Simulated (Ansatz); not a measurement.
**C2H4BNO: vertical spin-state energies**

Which spin state of C2H4BNO lies lowest at this geometry? The task is vertical spin-state energies, for C2H4BNO.

Computed with the Python package of Ansatz 0.2.0. Level of theory: PBE/6-31G*.

**1. The system**

Bond lengths: B1–C2 1.601 Å, C2–O3 1.404 Å, O3–C4 1.327 Å, C4–N5 1.202 Å, B1–H6 1.247 Å, B1–H7 1.145 Å, C2–H8 1.065 Å, C2–H9 1.090 Å. Angles: B1–C2–O3 108.3°, B1–C2–H8 109.4°, B1–C2–H9 108.2°, O3–C2–H8 109.7°, O3–C2–H9 111.2°, H8–C2–H9 110.0°, C2–B1–H6 115.6°, C2–B1–H7 124.4°, H6–B1–H7 119.9°, C2–O3–C4 125.5°, O3–C4–N5 172.8°.

The script holds or builds the structure itself.

**2. The code**

c2h4bno.py

```python
# -*- coding: utf-8 -*-
"""Gap between spin states of C2H4BNO at one geometry."""

from dataclasses import dataclass

import ansatz as az


@dataclass(frozen=True)
class RunConfig:
    basis: str = "6-31G*"
    xc: str = "PBE"


cfg = RunConfig()

molecule = (
    az.Crystal.molecule()
    .atom("B", (0.4565, 0.9908, 1.2067))
    .atom("C", (-0.3141, 0.2705, 0.0017))
    .atom("O", (0.4271, -0.8584, -0.3838))
    .atom("C", (0.1238, -1.6749, -1.3846))
    .atom("N", (-0.2949, -2.3912, -2.2538))
    .atom("H", (-0.0805, 2.0268, 1.647))
    .atom("H", (1.4565, 0.6381, 1.6385))
    .atom("H", (-1.2816, -0.0306, 0.3299))
    .atom("H", (-0.4043, 0.9826, -0.8187))
)

setup = molecule.calculation()
setup = setup.basis(gaussian=cfg.basis)
setup = setup.functional(cfg.xc)
found = {}
for unpaired in [0, 2]:
    r = setup.spin("collinear", total=unpaired).run().report
    s = unpaired / 2
    found[unpaired] = r["free_energy_ev"]
    print(f"2S+1 = {unpaired + 1}: E = {found[unpaired]:.5f} eV, <S^2> = {abs(r['mean_field']['state']['spin_squared']):.3f} (pure state {s * (s + 1):.2f})")
lowest = min(found, key=found.get)
for unpaired, e in found.items():
    print(f"multiplicity {unpaired + 1}: {23.060548 * (e - found[lowest]):.1f} kcal/mol above the lowest")
```

**3. What the engine is handed**

The engine receives this input (first run):

```yaml
crystal:
  periodic: [false, false, false]
  atoms:
    - { symbol: B, position_ang: [0.4565, 0.9908, 1.2067] }
    - { symbol: C, position_ang: [-0.3141, 0.2705, 0.0017] }
    - { symbol: O, position_ang: [0.4271, -0.8584, -0.3838] }
    - { symbol: C, position_ang: [0.1238, -1.6749, -1.3846] }
    - { symbol: "N", position_ang: [-0.2949, -2.3912, -2.2538] }
    - { symbol: H, position_ang: [-0.0805, 2.0268, 1.647] }
    - { symbol: H, position_ang: [1.4565, 0.6381, 1.6385] }
    - { symbol: H, position_ang: [-1.2816, -0.0306, 0.3299] }
    - { symbol: H, position_ang: [-0.4043, 0.9826, -0.8187] }
basis:
  gaussian:
    orbitals: "6-31G*"
hamiltonian:
  xc: pbe
magnetization:
  spin_polarized: true
  initial_magnetization: 0.0
```

**4. The run**

Run with:

```bash
$ python c2h4bno.py
```

**Question.** Which spin state is lowest at this geometry, and how far above lie the others?

The runs gave:

| quantity | value |
| --- | --- |
| runs compared | 2 |
| lowest | run 1 (2S+1 = 1) |
| next above it by | 4.805 eV |

What this shows: In order: multiplicity 1 (+0.00 eV) and multiplicity 3 (+4.81 eV), all at the one geometry. The geometry is a force-field or estimated start, not a minimum of this method, and the basis set is short of its limit. All parts are taken at fixed geometry, without zero-point energy.
